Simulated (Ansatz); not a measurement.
# C₅H₁₅ClHfN₂O: how energies converge with the basis set

One table from this session's results is given with a row withheld; the runs are named, their logs left out.

Method: one geometry, several basis sets; program: Ansatz 0.2.0, Gaussian basis.

Levels to be run: PBE0-D4/def2-SVP; ωB97M-V/def2-SVP; PBE0-D4/def2-QZVPP; ωB97M-V/def2-QZVPP; the functionals' def2-TZVPP values are taken from earlier runs.

### Structure used throughout

An earlier PBE0-D4 in a triple-zeta def2 set relaxation fixed the geometry. Hf takes the def2 core potential; no spin-orbit term is included.

25 atoms, charge 0, spin multiplicity 1.

Atoms are counted from 1 here; the program's logs count them from 0.

Bond lengths: C1–O2 1.389 Å, C1–H11 1.096 Å, C1–H12 1.095 Å, C1–H13 1.095 Å, O2–Hf3 1.917 Å, Hf3–Cl4 2.399 Å, Hf3–N5 2.030 Å, Hf3–N8 2.019 Å, N5–C6 1.444 Å, N5–C7 1.439 Å, C6–H14 1.098 Å, C6–H15 1.100 Å, C6–H16 1.099 Å, C7–H17 1.092 Å, C7–H18 1.100 Å, C7–H19 1.100 Å, N8–C9 1.439 Å, N8–C10 1.445 Å and more. Angles: O2–C1–H11 111.1°, O2–C1–H12 110.3°, O2–C1–H13 110.6°, H11–C1–H12 108.2°, H11–C1–H13 108.4°, H12–C1–H13 108.1°, C1–O2–Hf3 164.3°, O2–Hf3–Cl4 111.9°, O2–Hf3–N5 110.6°, O2–Hf3–N8 108.6°, Cl4–Hf3–N5 107.8°, Cl4–Hf3–N8 111.2°, N5–Hf3–N8 106.6°, Hf3–N5–C6 115.6°, Hf3–N5–C7 131.8°, C6–N5–C7 112.6°, N5–C6–H14 111.2°, N5–C6–H15 112.0° and more.

Set-up of the first run:

in.yaml

```yaml
crystal:
  periodic: [false, false, false]
  atoms:
    - {symbol: C, position_ang: [0.552404, -3.385918, -0.580014]}
    - {symbol: O, position_ang: [0.593888, -2.005504, -0.728770]}
    - {symbol: Hf, position_ang: [0.132782, -0.150793, -0.883199]}
    - {symbol: Cl, position_ang: [-0.117319, 0.522627, -3.172345]}
    - {symbol: N, position_ang: [-1.617308, 0.231892, 0.070665]}
    - {symbol: C, position_ang: [-2.764118, -0.502865, -0.410285]}
    - {symbol: C, position_ang: [-1.938600, 1.101856, 1.170333]}
    - {symbol: N, position_ang: [1.548150, 0.945904, 0.049730]}
    - {symbol: C, position_ang: [2.723581, 0.565671, 0.788123]}
    - {symbol: C, position_ang: [1.396587, 2.377568, -0.078825]}
    - {symbol: H, position_ang: [-0.337109, -3.696618, -0.020572]}
    - {symbol: H, position_ang: [1.437093, -3.735979, -0.037677]}
    - {symbol: H, position_ang: [0.535103, -3.877959, -1.558202]}
    - {symbol: H, position_ang: [-2.492537, -1.158617, -1.248365]}
    - {symbol: H, position_ang: [-3.202653, -1.140040, 0.371591]}
    - {symbol: H, position_ang: [-3.553358, 0.167589, -0.779341]}
    - {symbol: H, position_ang: [-1.049283, 1.635093, 1.512745]}
    - {symbol: H, position_ang: [-2.341637, 0.541457, 2.027182]}
    - {symbol: H, position_ang: [-2.694370, 1.849928, 0.888149]}
    - {symbol: H, position_ang: [3.640087, 0.943419, 0.312494]}
    - {symbol: H, position_ang: [2.701142, 0.961736, 1.813679]}
    - {symbol: H, position_ang: [2.801671, -0.521742, 0.850475]}
    - {symbol: H, position_ang: [0.501674, 2.629746, -0.663523]}
    - {symbol: H, position_ang: [1.291843, 2.866741, 0.900411]}
    - {symbol: H, position_ang: [2.252307, 2.834817, -0.594469]}
basis:
  gaussian: {orbitals: def2-SVP}
hamiltonian: {xc: pbe0, dispersion: d4}
output: {orbitals: {seedname: orbitals}}
```

On the command line:

```console
ansatz run in.yaml --threads 4 --pin off --events-out ev --progress --plain --max-ram 66560MiB --backend cpu
```

Among the steps run: PBE0-D4 in def2-SVP; ωB97M-V in def2-SVP; PBE0-D4 in def2-QZVPP; ωB97M-V in def2-QZVPP.

One of the session's tables, all rows but one given; the rest of the session is left out.

It belongs to the step «Density functionals: the series». 

```
functional       basis  HOMO (eV)  LUMO (eV)
   PBE0-D4    def2-SVP      -6.25       0.29
   PBE0-D4  def2-TZVPP      -6.31       0.16
   PBE0-D4  def2-QZVPP      -6.34      -0.08
   ωB97M-V    def2-SVP      -8.51       1.68
   ωB97M-V  def2-TZVPP          ?          ?
   ωB97M-V  def2-QZVPP      -8.61       0.83
```

Estimate the missing values for ωB97M-V, def2-TZVPP.

**Answer.** HOMO (eV): -8.58; LUMO (eV): 1.33. In the column «HOMO (eV)» it lies between ωB97M-V, def2-QZVPP (-8.61) and ωB97M-V, def2-SVP (-8.51).
